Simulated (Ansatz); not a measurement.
# C2H5BrOSi, SMILES Br[SiH]1CCO1: a ladder of methods at one geometry

Computed with Ansatz's Python interface.

Interactive session:
```pycon
>>> from pathlib import Path
>>> import warnings
>>> import ansatz
>>> import numpy as np
>>> GEOMETRY = """
... Br   -2.76190   -0.43360    0.37350
... Si   -0.82420    0.39130    0.84050
... C     0.52730   -0.68640    0.24770
... C     0.60930    0.24180   -0.98820
... O    -0.23890    1.31230   -0.42800
... H    -0.66890    1.06410    2.16140
... H     1.50710   -0.61650    0.85110
... H     0.36870   -1.71990    0.05620
... H     0.03750   -0.18020   -1.82310
... H     1.52710    0.57590   -1.28810
... """
>>> warnings.simplefilter("ignore", ansatz.DeckWarning)
>>> geometry = ansatz.Crystal.molecule()
>>> for line in GEOMETRY.strip().splitlines():
...     symbol, *xyz = line.split()
...     geometry = geometry.atom(symbol, [float(v) for v in xyz])
...
>>> model = geometry.calculation().basis(gaussian="def2-SVP")
>>> print("functional    E (Ha)        dipole (D)   HOMO (eV)  LUMO (eV)")
functional    E (Ha)        dipole (D)   HOMO (eV)  LUMO (eV)
>>> for name in ["r2scan0", "revpbe", "blyp", "pbe", "pbe0", "lda"]:
...     summary = model.functional(name).forces().orbitals().run(threads=1, runs_dir="runs").report
...     lines = Path(summary["orbitals_path"]).read_text().splitlines()
...     field_of = lambda key: [line.split("=")[1].strip() for line in lines if line.startswith(key)]
...     orbitals = [(27.211386 * float(e), s, float(n)) for e, s, n in zip(field_of("Ene="), field_of("Spin="), field_of("Occup="))]
...     homo = max(e for e, _, n in orbitals if n > 0.5)
...     lumo = min(e for e, _, n in orbitals if n < 0.5)
...     dipole = 4.803205 * np.linalg.norm(summary["charge_distribution"]["dipole_moment_e_ang"])
...     print(f"{name:10s} {summary['free_energy_ev'] / 27.211386246:14.6f} {dipole:9.3f} {homo:11.3f} {lumo:10.3f}")
...
r2scan0      -3017.475030     2.072      -8.230      0.382
revpbe       -3017.282466     1.831      -6.316     -0.555
blyp         -3017.567758     1.790      -6.176     -0.437
pbe          -3016.890508     1.844      -6.351     -0.652
pbe0         -3017.024942     2.002      -7.963      0.225
lda          -3011.619021     1.932      -6.470     -0.883
```

Total energies depend on the basis set; only differences at equal settings carry meaning. The geometry is a force-field or estimated start, not a minimum of this method, and the basis set is short of its limit. A lower total doesn't mark the better method: functionals have no common bound, and MP2 and coupled cluster aren't variational. Levels such as HOMO and LUMO are orbital energies: with these approximate functionals they aren't the ionisation energy and electron affinity, and their gap isn't the fundamental gap. Hardware and time: 18 s on 1 thread of Intel(R) Xeon(R) Processor @ 2.30GHz, on a shared host, peak memory 0.41 GiB.
